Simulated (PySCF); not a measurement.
# CoSe2: quartet, from a side-on start

Aim: relax CoSe2 as a quartet from a side-on start, check by its vibrations whether the end is a minimum, and collect its spectrum and constants.

The runs use PySCF 2.14.0; B3LYP, basis Co def2-SVP, Se def2-SVP, no relativity, density fitting.

**1. The starting structure**

3 atoms, charge 0, spin multiplicity 4.

Bond lengths: Co1–Se2 2.338 Å, Co1–Se3 2.338 Å, Se2–Se3 2.340 Å. Angles: Se2–Co1–Se3 60.1°, Co1–Se2–Se3 60.0°, Co1–Se3–Se2 60.0°.

Z-matrix (Å, degrees; charge 0 multiplicity 4):
```
Co
Se 1 2.3381
Se 2 2.3400 1 59.97
```

**2. Finding the electronic state**

The steps below are one call of a driver around PySCF. For each, scf.py gives the equivalent set-up of the SCF; relaxations use the driver's own optimiser. After this first run the driver tries any further starts and a stability analysis.

The input, scf.py:

```python
from pyscf import gto, scf, dft
mol = gto.M(atom='''
Co     0.000000     0.000000     0.000000
Se     1.170000     0.000000     2.024300
Se    -1.170000     0.000000     2.024300''',
    basis={'Co': 'def2-SVP', 'Se': 'def2-SVP'},
    charge=0, spin=3)
mf = dft.UKS(mol, xc='B3LYP')
mf.grids.atom_grid = (50, 194)
aux = {'Co': 'def2-universal-JKFIT', 'Se': 'def2-universal-JKFIT'}
mf = mf.density_fit(auxbasis=aux)
mf.conv_tol = 1e-08
mf.diis_space = 10
mf.max_cycle = 60
mf.init_guess = 'minao'
mf.verbose = 4
mf.kernel()
```

Command:

```console
OMP_NUM_THREADS=2 python axn.py task.json out
```

The program printed, shortened:

```text
[... the frontier levels of the middle cycles are left out ...]
init E= -6182.78162031155
[... the frontier-level lines of each cycle are left out ...]
cycle= 1 E= -6167.4828092622  delta_E= 15.3  |g|= 3.24  |ddm|= 8.26
cycle= 2 E= -6146.93163493682  delta_E= 20.6  |g|= 4.64  |ddm|= 11.5
cycle= 3 E= -6178.56753694731  delta_E= -31.6  |g|= 3.48  |ddm|= 9.47
cycle= 4 E= -6180.45034593638  delta_E= -1.88  |g|= 3.12  |ddm|= 1.46
cycle= 5 E= -6179.91714257596  delta_E= 0.533  |g|= 3.25  |ddm|= 0.355
cycle= 6 E= -6179.01961585103  delta_E= 0.898  |g|= 3.33  |ddm|= 1.89
cycle= 7 E= -6179.14166958947  delta_E= -0.122  |g|= 3.31  |ddm|= 0.212
cycle= 8 E= -6178.99062626865  delta_E= 0.151  |g|= 3.34  |ddm|= 0.0987
cycle= 9 E= -6178.5866807112  delta_E= 0.404  |g|= 3.42  |ddm|= 0.471
cycle= 10 E= -6178.54171855029  delta_E= 0.045  |g|= 3.43  |ddm|= 0.0632
cycle= 11 E= -6179.84664709118  delta_E= -1.3  |g|= 3.28  |ddm|=  2.3
cycle= 12 E= -6159.82723928028  delta_E=   20  |g|= 3.89  |ddm|= 7.68
cycle= 13 E= -6177.62413908718  delta_E= -17.8  |g|= 3.57  |ddm|= 8.21
cycle= 14 E= -6177.41635717021  delta_E= 0.208  |g|= 3.62  |ddm|= 0.238
[... 32 cycles left out ...]
cycle= 47 E= -6185.22540396769  delta_E= -3.68e-06  |g|= 0.000624  |ddm|= 0.00834
cycle= 48 E= -6185.2254048259  delta_E= -8.58e-07  |g|= 0.000177  |ddm|= 0.00392
cycle= 49 E= -6185.22540510695  delta_E= -2.81e-07  |g|= 0.00013  |ddm|= 0.00204
cycle= 50 E= -6185.22540522165  delta_E= -1.15e-07  |g|= 0.000135  |ddm|= 0.000757
cycle= 51 E= -6185.22540536185  delta_E= -1.4e-07  |g|= 0.000114  |ddm|= 0.000819
cycle= 52 E= -6185.2254056136  delta_E= -2.52e-07  |g|= 0.000115  |ddm|= 0.00159
cycle= 53 E= -6185.22540612013  delta_E= -5.07e-07  |g|= 9.23e-05  |ddm|= 0.00358
cycle= 54 E= -6185.22540658858  delta_E= -4.68e-07  |g|= 8.34e-05  |ddm|= 0.00396
cycle= 55 E= -6185.22540708537  delta_E= -4.97e-07  |g|= 6.48e-05  |ddm|= 0.00532
cycle= 56 E= -6185.22540733895  delta_E= -2.54e-07  |g|= 5.49e-05  |ddm|= 0.00365
cycle= 57 E= -6185.22540750344  delta_E= -1.64e-07  |g|= 4.38e-05  |ddm|= 0.00328
cycle= 58 E= -6185.22540762965  delta_E= -1.26e-07  |g|= 2.23e-05  |ddm|= 0.00438
cycle= 59 E= -6185.22540764516  delta_E= -1.55e-08  |g|= 1.26e-05  |ddm|= 0.00137
cycle= 60 E= -6185.22540764801  delta_E= -2.86e-09  |g|= 1.04e-05  |ddm|= 0.000447
Extra cycle  E= -6185.22540764833  delta_E= -3.12e-10  |g|= 2.95e-05  |ddm|= 6.57e-05
converged SCF energy = -6185.22540764833  <S^2> = 3.7672106  2S+1 = 4.0085961
```

This step, with its further starts and checks, ran for 39 s (2 threads of Arm Neoverse V1, shared host).

Energies from each starting density:

```
                      start   energy (Eh)
    the minimal-basis guess  -6185.225408
a thermally smeared density  -6185.225408
```

No lower solution of this spin turned up from the other starts or in the test of internal stability.

**3. Relaxing the quartet from the side-on start**

The program finds C2v symmetry in the start, which this walk keeps. Threshold on the gradient: 0.0003 Eh/bohr, with a further test on the energy change.

Edit scf.py of step 2 so:

```diff
@@ -3,3 +3,3 @@
-Co     0.000000     0.000000     0.000000
-Se     1.170000     0.000000     2.024300
-Se    -1.170000     0.000000     2.024300''',
+Co     0.000000     0.000000    -1.478976
+Se     1.170000     0.000000     0.545324
+Se    -1.170000     0.000000     0.545324''',
@@ -15 +14,0 @@
-mf.init_guess = 'minao'
```

The optimiser's trace:

```
step   energy (Eh)  change (kJ/mol)  largest symmetric gradient (Eh/bohr)
   0  -6185.225408             0.00                               0.02494
   1  -6185.230006           -12.07                               0.01472
   2  -6185.231615           -16.30                               0.00442
   3  -6185.231730           -16.60                               0.00044
   4  -6185.231731           -16.60                               0.00002
```

The walk took 26 s.

Geometry (Å) and forces (eV/Å) at some steps:

```
step 0
Co   0.000   0.000  -1.479   0.000   0.000   1.136
Se   1.170   0.000   0.545   1.282   0.000  -0.568
Se  -1.170   0.000   0.545  -1.282   0.000  -0.568
step 1
Co   0.000   0.000  -1.440   0.000   0.001   0.757
Se   1.213   0.000   0.526   0.407   0.000  -0.378
Se  -1.213   0.000   0.526  -0.407   0.000  -0.378
step 2
Co   0.000   0.000  -1.399   0.000   0.001   0.227
Se   1.244   0.000   0.506   0.055   0.000  -0.114
Se  -1.244   0.000   0.506  -0.055   0.000  -0.114
step 3
Co   0.000   0.000  -1.385   0.000   0.001   0.022
Se   1.253   0.000   0.499   0.005   0.000  -0.011
Se  -1.253   0.000   0.499  -0.005   0.000  -0.011
step 4
Co   0.000   0.000  -1.384   0.000   0.001   0.000
Se   1.254   0.000   0.498   0.001   0.000   0.000
Se  -1.254   0.000   0.498  -0.001   0.000   0.000
```

After 4 steps and 16.6 kJ/mol it ends at C2v: Co–Se 2.261 Å (×2), Se–Se 2.508 Å; Co–Se–Se 56.3° (×2), Se–Co–Se 67.4°.

**4. Vibrations and properties at this point**

On the finer grid the gradient is checked again; gradients at displacements of ±0.02 bohr then give force constants and infrared intensities.

Edit scf.py of step 3 so:

```diff
@@ -3,3 +3,3 @@
-Co     0.000000     0.000000    -1.478976
-Se     1.170000     0.000000     0.545324
-Se    -1.170000     0.000000     0.545324''',
+Co     0.000000     0.000000    -1.376855
+Se     1.252930     0.000000     0.507942
+Se    -1.252930     0.000000     0.507942''',
@@ -9 +9 @@
-mf.grids.atom_grid = (50, 194)
+mf.grids.atom_grid = (75, 302)
@@ -12 +12 @@
-mf.conv_tol = 1e-08
+mf.conv_tol = 1e-10
```

The driver hands on the density of the step before, so the log starts near convergence.

SCF at the final geometry:

```text
init E= -6185.23176096582
[... the frontier-level lines of each cycle are left out ...]
cycle= 1 E= -6185.23176095853  delta_E= 7.29e-09  |g|= 0.000136  |ddm|= 0.000136
cycle= 2 E= -6185.2317607816  delta_E= 1.77e-07  |g|= 0.000676  |ddm|= 0.000642
cycle= 3 E= -6185.2317609657  delta_E= -1.84e-07  |g|= 2.68e-05  |ddm|= 0.000532
cycle= 4 E= -6185.23176096621  delta_E= -5.14e-10  |g|= 5.89e-07  |ddm|= 3.7e-05
cycle= 5 E= -6185.23176096621  delta_E= -1.82e-12  |g|= 5.45e-07  |ddm|= 1.79e-06
Extra cycle  E= -6185.23176096619  delta_E= 2.64e-11  |g|= 1.24e-06  |ddm|= 2.92e-06
converged SCF energy = -6185.23176096619  <S^2> = 3.7791071  2S+1 = 4.0145272
```

The whole step took 79 s.

Geometry: C2v; Co–Se 2.263 Å (×2), Se–Se 2.506 Å; Co–Se–Se 56.4° (×2), Se–Co–Se 67.2°.

Modes, for the most abundant isotopes:

```tsv
symmetry	ω (cm⁻¹)	IR (km/mol)
a1	193	5.0
b2	223	9.2
a1	333	13.7
```

No imaginary mode, so this is a minimum.

Properties at this point:

```
Dipole moment                                                   : 5.11 D
Highest occupied level                                          : -5.28 eV
Lowest empty level                                              : -3.00 eV
Rotational constants                                            : 0.1102, 0.06719, 0.04174 cm⁻¹
Zero-point energy                                               : 4.5 kJ/mol
Principal polarisabilities                                      : 40.0, 72.6, 81.2 bohr³
Atomisation energy without zero-point energy                    : 543 kJ/mol
Principal traceless quadrupole moments about the centre of mass : -6.15, -5.13, 11.28 D Å
Entropy at 298.15 K and 1 bar (electronic part: spin only)      : 321.7 J/(mol K)
Heat capacity Cp at 298.15 K                                    : 55.3 J/(mol K)
Enthalpy at 298.15 K above 0 K                                  : 13.79 kJ/mol
Rotational symmetry number                                      : 2
Spin squared ⟨S²⟩                                               : 3.779
```

Charges (e) and bond orders:

```
 atom  Mulliken  Löwdin  polar tensor  spin (Mulliken)  Mayer order to Co1
  Co1      0.42    0.29          0.73             2.44                   –
Se2,3     -0.21   -0.15         -0.37             0.28                1.24
```

Outer orbital energies (eV). α occupied: -9.84, -9.73, -9.18, -8.14, -7.62, -7.10, -5.76, -5.28; empty: -3.00, -1.71, 1.36, 1.86. β occupied: -16.08, -9.22, -8.22, -7.28, -7.26, -7.01, -6.76, -5.37; empty: -2.80, -2.58, -2.42, -2.31.

Mulliken populations on Co1: s 6.66, p 12.39, d 7.53, f 0.00.

**5. Results**

| quantity | value |
| --- | --- |
| minimum | quartet, C2v |
| geometry | Co–Se 2.263 Å (×2), Se–Se 2.506 Å; Co–Se–Se 56.4° (×2), Se–Co–Se 67.2° |
| wavenumbers (cm⁻¹) | 193 (a1), 223 (b2), 333 (a1) |
| dipole moment | 5.11 D |
| highest occupied, lowest empty level (either spin) | -5.28, -3.00 eV |
| polar-tensor charge of Co1 | +0.73 e |
| zero-point energy | 4.5 kJ/mol |
| entropy at 298.15 K | 321.7 J/(mol K) |
| atomisation energy (no zero-point energy) | 543 kJ/mol |
| ⟨S²⟩ | 3.779 |

The side-on start keeps its C2v symmetry and ends in a minimum. In the infrared the band at 333 cm⁻¹ (a1) leads. With 5.1 D the molecule is strongly polar. Most of the spin sits on Co1 (Mulliken spin 2.44, against 3 for the whole molecule). Only this shape and spin were tried, so other structures or states may lie lower. One determinant may miss the lowest occupation of an open d or f shell.

The search up to here took 2.4 min.
